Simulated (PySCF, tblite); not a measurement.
**C3H11FOSi2: geometry, infrared bands and NMR shifts**

What infrared bands and NMR shifts should C3H11FOSi2 (`CC[C@H](F)[SiH2]O[SiH3]`) show?

Programs: tblite 0.8.0 and PySCF 2.14.0, with density-fitted response routines of our own. Each step states its level of theory. These are calculated values for one molecule in the gas phase, unless marked as measured. Atoms count from 0, in the outputs and in this text.

### Step 1. The molecule as given

18 atoms, charge 0, multiplicity 1; geometry from: force field or distance geometry start.

Bonds of the start (Å): C0–C1 1.51, C1–C2 1.54, C2–F3 1.39, C2–Si4 1.85, Si4–O5 1.70, O5–Si6 1.70, C0–H7 1.12, C0–H8 1.13, C0–H9 1.12, C1–H10 1.09, C1–H11 1.14, C2–H12 1.12, Si4–H13 1.46, Si4–H14 1.49, Si6–H15 1.47, Si6–H16 1.46, Si6–H17 1.48.

### Step 2. Optimising the geometry with GFN2-xTB

The job: settings as JSON, then the geometry in Å.

```
{"job": {"kind": "relax", "xc": "GFN2-xTB", "basis": "xTB"}, "charge": 0, "multiplicity": 1}
C     -2.553100     1.194500    -0.152800
C     -1.731100    -0.047800    -0.385200
C     -0.244100     0.196200    -0.072200
F      0.241300     1.198500    -0.899300
Si     0.630300    -1.419900    -0.288200
O      2.226000    -1.291000    -0.848500
Si     3.148800    -0.076800    -0.092000
H     -2.420300     1.583300     0.883800
H     -2.210300     1.950000    -0.913000
H     -3.649000     1.018900    -0.290600
H     -1.875400    -0.392100    -1.405100
H     -2.146500    -0.859700     0.295300
H     -0.212400     0.468100     1.011600
H      0.522600    -2.271800     0.897700
H     -0.103800    -2.136600    -1.368100
H      3.478400     0.925500    -1.119800
H      2.450600     0.627800     0.979100
H      4.439100    -0.660800     0.348400
```

On the command line:

```bash
> OMP_NUM_THREADS=1 python probes_run.py task.json out
```

One launch serves the whole session: the jobs run in the order shown.

**Question.** This job is followed by: GFN2-xTB harmonic vibrations, gas phase; GIAO PBE0/pcSseg-1 NMR shielding, non-relativistic, gas phase. Predict these results of the whole session: strongest single infrared mode (GFN2-xTB); zero-point energy (GFN2-xTB); ¹³C shifts against TMS (PBE0/pcSseg-1); ¹H shifts against TMS (PBE0/pcSseg-1, means over atoms taken as alike); ¹⁹F shifts against CFCl3 (PBE0/pcSseg-1); ²⁹Si shifts against TMS (PBE0/pcSseg-1); ¹⁷O shifts against H2O (PBE0/pcSseg-1).

As calculated:

| quantity | value |
| --- | --- |
| strongest single infrared mode (GFN2-xTB) | 2281 cm⁻¹, 541 km/mol |
| zero-point energy (GFN2-xTB) | 81.2 kcal/mol |
| ¹³C shifts against TMS (PBE0/pcSseg-1) | 95.4, 26.7, 14.3 ppm |
| ¹H shifts against TMS (PBE0/pcSseg-1, means over atoms taken as alike) | 5.19, 4.97, 4.89, 4.67, 1.69, 1.26, 1.15 ppm |
| ¹⁹F shifts against CFCl3 (PBE0/pcSseg-1) | -262.2 ppm |
| ²⁹Si shifts against TMS (PBE0/pcSseg-1) | -28.8, -39.5 ppm |
| ¹⁷O shifts against H2O (PBE0/pcSseg-1) | 1.3 ppm |

What this shows: Relaxing lowered the energy by 0.876 eV in 105 steps; the close pair that moved most is Si4–O5, from 1.696 to 1.611 Å. All 48 modes are real, so the xTB geometry is a minimum. The strongest single mode, at 2281 cm⁻¹, moves mainly H13. Unscaled tight-binding wavenumbers are off by several per cent, some by more. Its intensities can rank the bands wrongly. The most deshielded carbon is C2 (sp3 CH bonded to F and Si), at 95.4 ppm: deshielded by the electronegative neighbour. At PBE0/pcSseg-1: The largest span, 127 ppm, is at O5, where the paramagnetic term is -65 ppm.
